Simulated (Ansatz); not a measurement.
# A workflow on C2H4Br2 (1,2-dibromoethane)

Wanted: a series of 14 runs (wB97M-V/LANL2DZ, U-wB97M-V/LANL2DZ, wB97M-V/def2-mTZVP, U-wB97M-V/def2-mTZVP, wB97M-V/def2-mTZVPP, U-wB97M-V/def2-mTZVPP, RPA@PBE/cc-pVDZ) of C2H4Br2. The setting varied is the lower state search. 

The results are computed with Ansatz 0.2.0.

### Step 1. The system as given

C2H4Br2 has 8 atoms, charge 0, and is taken as a singlet. SMILES: `BrCCBr`. The coordinates come from a PBE0-D4/def2-TZVP relaxation. This is one conformer, not always the lowest.

Bond lengths: Br1–C2 1.948 Å, C2–C3 1.500 Å, C3–Br4 1.948 Å, C2–H5 1.087 Å, C2–H6 1.087 Å, C3–H7 1.087 Å, C3–H8 1.087 Å. Some angles: Br1–C2–C3 109.0°, C2–C3–Br4 109.0°, Br1–C2–H5 106.6°, Br1–C2–H6 106.6°, C3–C2–H5 112.2°, C3–C2–H6 112.2°, C2–C3–H7 112.2°, C2–C3–H8 112.2°, Br4–C3–H7 106.6°, Br4–C3–H8 106.6°.

### Step 2. The energy at wB97M-V/LANL2DZ (core potential, paw set gaussian, start density atoms) (run 1)

Contents of input.yaml:

```yaml
crystal:
  periodic: [false, false, false]
  atoms:
    - {symbol: Br, position_ang: [2.101900, 0.871290, -0.358980]}
    - {symbol: C, position_ang: [0.653840, -0.363310, 0.056210]}
    - {symbol: C, position_ang: [-0.653840, 0.363310, -0.056200]}
    - {symbol: Br, position_ang: [-2.101900, -0.871280, 0.358970]}
    - {symbol: H, position_ang: [0.836220, -0.727360, 1.064110]}
    - {symbol: H, position_ang: [0.731230, -1.182180, -0.654520]}
    - {symbol: H, position_ang: [-0.731230, 1.182180, 0.654520]}
    - {symbol: H, position_ang: [-0.836210, 0.727370, -1.064110]}
basis:
  gaussian: {orbitals: LANL2DZ.json}
hamiltonian: {xc: {name: wB97M-V}}
```

The basis set LANL2DZ is read from a file made from the Basis Set Exchange's data (not shown).

Started as:

```bash
$ ansatz run input.yaml --threads 1 --pin off --max-ram 2610MiB --events-out events.jsonl --progress --plain --runs-dir runs
```

What it wrote:

```text
Warning: RAYON_NUM_THREADS=1 ignored (pool sized by the plan → 1); use --threads N
Functional definition: wB97M-V
  name "wB97M-V"
  parameter omega = 0.3/bohr
  parameter cx = 0.15
  parameter cx01 = 1.007
  parameter cx10 = 0.259
  parameter css00 = 0.443
  parameter css04 = -1.437
  parameter css10 = -4.535
  parameter css20 = -3.390
  parameter css43 = 4.278
  parameter cos00 = 1.000
  parameter cos10 = 1.358
  parameter cos20 = 2.924
  parameter cos21 = -8.812
  parameter cos60 = -1.390
  parameter cos61 = 9.142
  parameter b = 6.0
  parameter c = 0.01
  gx(w, u) = 1 - cx + cx01*u + cx10*w
  gss(w, u) = css00 + css04*u^4 + css10*w + css20*w^2 + css43*w^4*u^3
  gos(w, u) = cos00 + cos10*w + (cos20 + cos21*u)*w^2 + (cos60 + cos61*u)*w^6
  exchange = spin_sum(e_x_unif_sr(omega)*gx(b97_w, b97_u_x)) + cx*exact_x_sr(omega) + exact_x_lr(omega)
  correlation = spin_sum(e_c_pw_mod_same_spin*gss(b97_w, b97_u_same))
      + integral(e_c_pw_mod_opposite_spin*gos(b97_w_opposite, b97_u_opposite)) + vv10(b, c)
588 factors; integrals over basis functions are off by at most 5.8e-4 eV
200 factors; integrals over basis functions are off by at most 6.1e-6 eV
mean field evaluation 1: about -2850.3824 eV, gradient 1.4e1 eV
mean field evaluation 2: about -2850.7588 eV, gradient 8.0e0 eV
mean field evaluation 4: about -2850.9379 eV, gradient 2.2e-1 eV
mean field evaluation 8: about -2850.8912 eV, gradient 1.4e-2 eV
mean field -2850.89120886 eV, -104.7683195222 hartree, gradient 7.0e-5 eV, S^2 0.000000; 0 other end points of the search recorded, 0 dependent functions left out
reference -2850.89124258 eV, -104.7683207612 hartree; 15, 15 occupied and 27, 27 virtual orbitals, 588 factors
Total energy: -2850.89124258 eV, -104.7683207612 hartree
```

Wall time 6 s (1 thread of Arm Neoverse V2, shared host); peak memory 0.16 GiB.

### Step 3. The triplet: a single-point energy at U-wB97M-V/LANL2DZ (core potential, paw set gaussian, start density atoms) (run 2)

input.yaml, as its differences from that of step 2:

```diff
@@ -13,2 +13,3 @@
   gaussian: {orbitals: LANL2DZ.json}
+magnetization: {spin_polarized: true, initial_magnetization: 2}
 hamiltonian: {xc: {name: wB97M-V}}
```

The basis set LANL2DZ is read from a file made from the Basis Set Exchange's data (not shown).

Started as:

```bash
$ ansatz run input.yaml --threads 1 --pin off --max-ram 2610MiB --events-out events.jsonl --progress --plain --runs-dir runs
```

What it wrote (excerpt; [...] marks lines left out):

```text
Warning: RAYON_NUM_THREADS=1 ignored (pool sized by the plan → 1); use --threads N
[... 2 set-up lines as earlier in the session ...]
[...]
  gx(w, u) = 1 - cx + cx01*u + cx10*w
  gss(w, u) = css00 + css04*u^4 + css10*w + css20*w^2 + css43*w^4*u^3
  gos(w, u) = cos00 + cos10*w + (cos20 + cos21*u)*w^2 + (cos60 + cos61*u)*w^6
[...]
      + integral(e_c_pw_mod_opposite_spin*gos(b97_w_opposite, b97_u_opposite)) + vv10(b, c)
588 factors; integrals over basis functions are off by at most 5.8e-4 eV
200 factors; integrals over basis functions are off by at most 6.1e-6 eV
[...]
mean field -2844.75286764 eV, -104.5427396431 hartree, gradient 7.2e-6 eV, S^2 2.003261; 4 other end points of the search recorded, 0 dependent functions left out
reference -2844.75290130 eV, -104.5427408798 hartree; 16, 14 occupied and 26, 28 virtual orbitals, 588 factors
Total energy: -2844.75290130 eV, -104.5427408798 hartree
```

Run time: 27 s. Hardware: 1 thread of Arm Neoverse V2, shared host; peak memory 0.28 GiB.

Runs 3 to 4 aren't shown in full; the table further down has their settings and results.

### Step 4. A single-point energy at wB97M-V/def2-mTZVPP (paw set gaussian, start density atoms) (run 5)

input.yaml, as its differences from that of step 3:

```diff
@@ -12,4 +12,6 @@
 basis:
-  gaussian: {orbitals: LANL2DZ.json}
-magnetization: {spin_polarized: true, initial_magnetization: 2}
-hamiltonian: {xc: {name: wB97M-V}}
+  gaussian:
+    orbitals: def2-mTZVPP
+total_charge: 0
+hamiltonian:
+  xc: {name: wB97M-V}
```

Started as:

```bash
$ ansatz run input.yaml --threads 1 --pin off --max-ram 2610MiB --events-out events.jsonl --progress --plain --runs-dir runs
```

What it wrote (excerpt; [...] marks lines left out):

```text
Warning: RAYON_NUM_THREADS=1 ignored (pool sized by the plan → 1); use --threads N
[... 2 set-up lines as earlier in the session ...]
[...]
  gx(w, u) = 1 - cx + cx01*u + cx10*w
  gss(w, u) = css00 + css04*u^4 + css10*w + css20*w^2 + css43*w^4*u^3
  gos(w, u) = cos00 + cos10*w + (cos20 + cos21*u)*w^2 + (cos60 + cos61*u)*w^6
[...]
      + integral(e_c_pw_mod_opposite_spin*gos(b97_w_opposite, b97_u_opposite)) + vv10(b, c)
1188 factors; integrals over basis functions are off by at most 1.0e-3 eV
277 factors; integrals over basis functions are off by at most 4.5e-6 eV
[...]
mean field -142223.65515751 eV, -5226.6229243827 hartree, gradient 3.8e-5 eV, S^2 0.000000; 0 other end points of the search recorded, 0 dependent functions left out
reference -142223.65519611 eV, -5226.6229258010 hartree; 43, 43 occupied and 87, 87 virtual orbitals, 1188 factors
Total energy: -142223.65519611 eV, -5226.6229258010 hartree
```

It took 18 s on 1 thread of Arm Neoverse V2, shared host; peak memory 0.42 GiB.

Runs 6 to 13 aren't shown in full; the table further down has their settings and results.

### Step 5. The doublet cation: the energy at RPA@PBE/cc-pVDZ (paw set gaussian, start density atoms) (run 14)

Contents of in.yaml:

```yaml
basis:
  gaussian:
    orbitals: cc-pVDZ
crystal:
  periodic: [false, false, false]
  atoms:
    - {symbol: Br, position_ang: [2.101900, 0.871290, -0.358980]}
    - {symbol: C, position_ang: [0.653840, -0.363310, 0.056210]}
    - {symbol: C, position_ang: [-0.653840, 0.363310, -0.056200]}
    - {symbol: Br, position_ang: [-2.101900, -0.871280, 0.358970]}
    - {symbol: H, position_ang: [0.836220, -0.727360, 1.064110]}
    - {symbol: H, position_ang: [0.731230, -1.182180, -0.654520]}
    - {symbol: H, position_ang: [-0.731230, 1.182180, 0.654520]}
    - {symbol: H, position_ang: [-0.836210, 0.727370, -1.064110]}
total_charge: 1
magnetization:
  spin_polarized: true
  initial_magnetization: 1
hamiltonian:
  xc: pbe
correlation:
  method: rpa
scf:
  lower_state_search: full
```

Started as:

```bash
$ ansatz run in.yaml --threads 1 --pin off --max-ram 2610MiB --events-out events.jsonl --progress --plain --runs-dir runs
```

What it wrote (excerpt; [...] marks lines left out):

```text
Warning: RAYON_NUM_THREADS=1 ignored (pool sized by the plan → 1); use --threads N
Functional definition: PBE
  name "PBE"
[...]
1064 factors; integrals over basis functions are off by at most 1.2e-3 eV
[...]
mean field -142196.98959576 eV, -5225.6429830628 hartree, gradient 1.3e-6 eV, S^2 0.750792; 13 other end points of the search recorded, 0 dependent functions left out
20 core orbitals not correlated: weight in the atoms' cores, before any rotation towards them, 1.000 or more for the frozen orbitals, at most 0.000 for the correlated occupied ones
reference -142109.20038085 eV, -5222.4167889204 hartree; 23, 22 occupied and 59, 60 virtual orbitals, 1064 factors
Total energy: -142134.29709001 eV, -5223.3390759711 hartree
```

Wall time 58 s (1 thread of Arm Neoverse V2, shared host); peak memory 0.29 GiB.

### Step 6. The series

```
run                                                                      level  lower state search  core potential  partner   energy (Eh)  wall time
  1    wB97M-V/LANL2DZ (core potential, paw set gaussian, start density atoms)             default         LANL2DZ     base   -104.768321        6 s
  2  U-wB97M-V/LANL2DZ (core potential, paw set gaussian, start density atoms)             default         LANL2DZ  triplet   -104.542741       27 s
  3                 wB97M-V/def2-mTZVP (paw set gaussian, start density atoms)             default            none     base  -5226.619749       17 s
  4               U-wB97M-V/def2-mTZVP (paw set gaussian, start density atoms)             default            none  triplet  -5226.404387       77 s
  5                wB97M-V/def2-mTZVPP (paw set gaussian, start density atoms)             default            none     base  -5226.622926       18 s
  6              U-wB97M-V/def2-mTZVPP (paw set gaussian, start density atoms)             default            none  triplet  -5226.407795       83 s
  7                    RPA@PBE/cc-pVDZ (paw set gaussian, start density atoms)                 off            none     base  -5223.683561      3.6 s
  8                    RPA@PBE/cc-pVDZ (paw set gaussian, start density atoms)                 off            none   cation  -5223.339076      8.1 s
  9                    RPA@PBE/cc-pVDZ (paw set gaussian, start density atoms)               light            none     base  -5223.683561      5.4 s
 10                    RPA@PBE/cc-pVDZ (paw set gaussian, start density atoms)               light            none   cation  -5223.339076       51 s
 11                    RPA@PBE/cc-pVDZ (paw set gaussian, start density atoms)            standard            none     base  -5223.683561      5.4 s
 12                    RPA@PBE/cc-pVDZ (paw set gaussian, start density atoms)            standard            none   cation  -5223.339076       51 s
 13                    RPA@PBE/cc-pVDZ (paw set gaussian, start density atoms)                full            none     base  -5223.683561      5.4 s
 14                    RPA@PBE/cc-pVDZ (paw set gaussian, start density atoms)                full            none   cation  -5223.339076       58 s
```

Convergence of the total energy of singlet C2H4Br2 with the lower state search, against the last point:

```
lower state search  from the last (mEh)  wall time
               off               +0.000      3.6 s
             light               +0.000      5.4 s
          standard               +0.000      5.4 s
              full               +0.000      5.4 s
```

Convergence of the HOMO energy (PBE Kohn–Sham orbitals) of singlet C2H4Br2 with the lower state search, against the last point:

```
lower state search  from the last (eV)  wall time
               off             +0.0000      3.6 s
             light             +0.0000      5.4 s
          standard             +0.0000      5.4 s
              full             +0.0000      5.4 s
```

### Step 7. What came out

| quantity | value |
| --- | --- |
| doublet cation, run 14: total energy | -5223.33908 Eh |
| doublet cation, run 14: RPA correlation energy (valence) | -922.3 mEh |
| doublet cation, run 14: ⟨S²⟩ of the reference determinant | 0.751 |
| vertical ionisation energy (to the doublet cation), RPA@PBE/cc-pVDZ | 9.374 eV |
| vertical energy of the triplet above the singlet, wB97M-V/LANL2DZ | 6.138 eV |
| vertical energy of the triplet above the singlet, wB97M-V/def2-mTZVP | 5.860 eV |
| vertical energy of the triplet above the singlet, wB97M-V/def2-mTZVPP | 5.854 eV |

What this shows: At RPA@PBE/cc-pVDZ: removing an electron at fixed nuclei costs 9.37 eV (216 kcal/mol). At wB97M-V/LANL2DZ: at this shape the triplet lies 6.14 eV (592 kJ/mol) above the singlet. At wB97M-V/def2-mTZVP: at this shape the triplet lies 5.86 eV (565 kJ/mol) above the singlet. At wB97M-V/def2-mTZVPP: at this shape the triplet lies 5.85 eV (565 kJ/mol) above the singlet. Some runs of one species differ in core potentials or relativity; totals across that change don't compare. All runs together took 6.9 min, the longest 83 s.
